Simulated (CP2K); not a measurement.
Ti3Se:

```
CELL_PARAMETERS angstrom
3.19745 0.00000 0.00000
-1.59872 2.76907 0.00000
0.00000 0.00000 7.94275
ATOMIC_POSITIONS crystal
Se 0.00000 0.00000 0.00000
Ti 0.66667 0.33333 0.50000
Ti 0.33333 0.66667 0.77290
Ti 0.33333 0.66667 0.22710
```

The cell comes from a database or a generator and needn't be the stable form of this composition.

Program: CP2K 2026.2. Alike in all runs: task band structure; no spin polarisation; cell as given; k mesh 10 × 10 × 4.

Order these runs on this cell by their pressure, lowest first.
A. level LDA; potentials or basis GTH_POTENTIALS Se GTH-PADE-q6, Ti GTH-PADE-q12; TZVP-MOLOPT-PBE-GTH basis; smearing fermi-dirac 0.0259 eV; EPS_DEFAULT 1.0E-10; bands added on the path 6
B. level PBE; potentials or basis POTENTIAL_UZH Se GTH-PBE-q6, Ti GTH-PBE-q12; TZVP-MOLOPT-PBE-GTH basis; smearing fermi-dirac 0.1 eV; EPS_DEFAULT 1.0E-9; bands added on the path 4
C. level PBEsol; potentials or basis POTENTIAL_UZH Se GTH-PBE-q6, Ti GTH-PBE-q12; TZVP-MOLOPT-PBE-GTH basis; smearing fermi-dirac 0.0259 eV; EPS_DEFAULT 1.0E-10; bands added on the path 2

A (-7.6 GPa), C (-3.3 GPa), B (0.9 GPa).

Caveats: the basis of atomic orbitals isn't converged, which shifts pressures, moduli and gaps; the potentials were made for another functional, which shifts forces and pressure (some runs).

Not every run made on this cell is shown here.
